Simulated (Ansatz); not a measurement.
# Rb2As: the cost of one run

Method: DFT PBE, scalar-relativistic, plane waves, PAW, in Ansatz 0.2.0.

1 further run of the same task is left out (set aside as unsound or not needed).

## Step 1: The system as given

Symmetry: P4/mmm, No. 123, tetragonal system. Conventional cell: a = 5.003 Å, b = 5.003 Å, c = 6.784 Å, α = 90.00°, β = 90.00°, γ = 90.00°. Rb (site symmetry 4/mmm) has 2 As at 3.39 Å as nearest neighbours. Around Rb (site symmetry 4/mmm) lie 4 As at 3.54 Å. As (site symmetry 4/mmm) is surrounded by 6 Rb at 3.39 to 3.54 Å.

Coordinates:

```
CELL_PARAMETERS angstrom
5.00302 0.00000 0.00000
0.00000 5.00302 0.00000
0.00000 0.00000 6.78389
ATOMIC_POSITIONS crystal
Rb 0.00000 0.00000 0.00000
Rb 0.50000 0.50000 0.50000
As 0.00000 0.00000 0.50000
```

The cell was relaxed beforehand at this level, from a generated guess; it needn't be the stable form of this composition. At a tolerance of 0.05 Å it has space group P4/mmm (No. 123); it has 56.60 Å³/atom, an uncorrected energy of -0.01 eV/atom over the elements.

## Step 2: Static run: bands, density of states and charges

input.yaml

```yaml
crystal:
  lattice:
    - [5.0030155431, 0.0, 0.0]
    - [0.0, 5.0030155431, 0.0]
    - [0.0, 0.0, 6.7838948727]
  atoms:
    - { symbol: Rb, position: [0.0, 0.0, 0.0] }
    - { symbol: Rb, position: [0.5, 0.5, 0.5] }
    - { symbol: As, position: [0.0, 0.0, 0.5] }
basis:
  ecutwfc: 420
kpoints:
  mp_grid: { grid: [10, 10, 8] }
  band_path:
    path:
      - [[0.0, 0.0, 0.0], [0.0, 0.5, 0.0], [0.5, 0.5, 0.0], [0.0, 0.0, 0.0], [0.0, 0.0, 0.5], [0.0, 0.5, 0.5], [0.5, 0.5, 0.5], [0.0, 0.0, 0.5]]
      - [[0.0, 0.5, 0.0], [0.0, 0.5, 0.5]]
      - [[0.5, 0.5, 0.0], [0.5, 0.5, 0.5]]
    npoints: 14
hamiltonian:
  xc: pbe
scf:
  occupations: { method: gaussian, width: 0.1 }
  n_extra_bands: 7
output:
  forces: true
  stress: true
  eigenvalues: true
  populations: true
  dos: { projected: true, de: 0.02, nscf_kmesh: { grid: [12, 12, 10] } }
  bader: true
```

Command:

```sh
> ansatz run input.yaml --threads 1 --pin off --max-ram 2048MiB --backend cpu --events-out ev --progress --plain --runs-dir out
```

What time and memory should one allow on 1 thread of Arm Neoverse N1, shared host?

About 2.2 min, with a peak of 0.71 GiB.
